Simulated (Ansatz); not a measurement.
# C2H4Cl2Sn: small, medium and large basis sets

The task here is to estimate one member of a computed series from the others.

The runs use Ansatz 0.2.0, Gaussian basis; one geometry, several basis sets.

Levels to be run: PBE0-D4/def2-SVP; ωB97M-V/def2-SVP; PBE0-D4/def2-QZVPP; ωB97M-V/def2-QZVPP; the functionals' def2-TZVPP values are taken from earlier runs.

1 further run of the same task is left out (for a known fault of the program). Runs told in other sessions of the task aren't counted.

## The relaxed structure

The geometry comes from an earlier relaxation with PBE0-D4 in a triple-zeta def2 set; it is a stationary point, not always the lowest conformer. Sn takes the def2 core potential; no spin-orbit term is included.

9 atoms, charge 0, spin multiplicity 1.

Atoms are counted from 1 here; the program's logs count them from 0.

Bond lengths: C1–C2 1.326 Å, C1–H6 1.086 Å, C1–H7 1.087 Å, C2–Sn3 2.106 Å, C2–H8 1.086 Å, Sn3–Cl4 2.324 Å, Sn3–Cl5 2.324 Å, Sn3–H9 1.698 Å. Angles: C2–C1–H6 122.3°, C2–C1–H7 121.3°, H6–C1–H7 116.5°, C1–C2–Sn3 121.3°, C1–C2–H8 120.8°, Sn3–C2–H8 117.9°, C2–Sn3–Cl4 106.2°, C2–Sn3–Cl5 108.7°, C2–Sn3–H9 120.5°, Cl4–Sn3–Cl5 106.9°, Cl4–Sn3–H9 107.5°, Cl5–Sn3–H9 106.3°.

Set-up of the first run:

File in.yaml:

```yaml
crystal:
  periodic: [false, false, false]
  atoms:
    - {symbol: C, position_ang: [0.326684, 0.505580, -1.569096]}
    - {symbol: C, position_ang: [0.620929, -0.371942, -0.620041]}
    - {symbol: Sn, position_ang: [-0.450119, -0.423190, 1.192956]}
    - {symbol: Cl, position_ang: [-1.948534, 1.351879, 1.111128]}
    - {symbol: Cl, position_ang: [1.018594, 0.013132, 2.940866]}
    - {symbol: H, position_ang: [-0.474145, 1.231016, -1.460206]}
    - {symbol: H, position_ang: [0.885262, 0.537249, -2.501044]}
    - {symbol: H, position_ang: [1.433838, -1.080831, -0.750460]}
    - {symbol: H, position_ang: [-1.324110, -1.809195, 1.638695]}
basis:
  gaussian: {orbitals: def2-SVP}
hamiltonian: {xc: pbe0, dispersion: d4}
output: {orbitals: {seedname: orbitals}}
```

Started as:

```sh
ansatz run in.yaml --threads 4 --pin off --events-out ev --progress --plain --max-ram 10444MiB
```

Among the steps run: PBE0-D4 in def2-SVP; ωB97M-V in def2-SVP; PBE0-D4 in def2-QZVPP; ωB97M-V in def2-QZVPP.

One table of the session follows, with a row left open; its other results are not shown here.

It belongs to the step «Functionals by basis». 

| functional | basis | HOMO (eV) |
| --- | --- | --- |
| PBE0-D4 | def2-SVP | -8.50 |
| PBE0-D4 | def2-TZVPP | -8.63 |
| PBE0-D4 | def2-QZVPP | -8.65 |
| ωB97M-V | def2-SVP | ? |
| ωB97M-V | def2-TZVPP | -10.82 |
| ωB97M-V | def2-QZVPP | -10.84 |

Q: Estimate the row for ωB97M-V, def2-SVP from the others.

The run gave: HOMO (eV): -10.65. In the column «HOMO (eV)» it lies between ωB97M-V, def2-TZVPP (-10.82) and PBE0-D4, def2-QZVPP (-8.65).
